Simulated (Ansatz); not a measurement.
HfRu3:

```
Hf Ru
1.0
     3.95577    0.00000    0.00000
     0.00000    3.95577    0.00000
     0.00000    0.00000    3.95577
Hf Ru
1 3
Direct
  0.00000 0.00000 0.00000
  0.00000 0.50000 0.50000
  0.50000 0.00000 0.50000
  0.50000 0.50000 0.00000
```

The cell comes from a database or a generator and needn't be the stable form of this composition.

- Program: Ansatz 0.2.0
- Task: single point
- Functional: PBE
- Potentials or basis: Ansatz PAW
- Cutoff: 420 eV (not typed: the program's choice for these potentials)
- k mesh: 7 × 7 × 7
- Occupations: fermi-dirac, width 0.05 eV
- Spin: no spin polarisation

On this cell: pressure -1.1 GPa; largest force zero by symmetry; band gap on the k mesh none (metal or under the smearing width).

The same run follows on a disturbed copy (atoms moved at random, drawn with an rms of 0.05 Å):

```
Hf Ru
1.0
     3.95577    0.00000    0.00000
     0.00000    3.95577    0.00000
     0.00000    0.00000    3.95577
Hf Ru
1 3
Direct
  0.00698 0.99827 0.99402
  0.00255 0.49865 0.50829
  0.49645 0.01814 0.49778
  0.50579 0.49674 0.00568
```

Question: What changes?

Answer: The energy (extrapolated to zero smearing) moves by +7.4 meV/atom; pressure -0.6 GPa; largest force 0.485 eV/Å; band gap on the k mesh none (metal or under the smearing width).

Forces on the atoms (eV/Å):
```
Hf  -0.228 -0.174  0.320
Ru  -0.072  0.234 -0.366
Ru   0.322 -0.362  0.027
Ru  -0.021  0.302  0.019
```

Stress tensor (GPa, compression positive):
```
-0.60 -0.04 -0.04
-0.04 -0.62 -0.17
-0.04 -0.17 -0.58
```
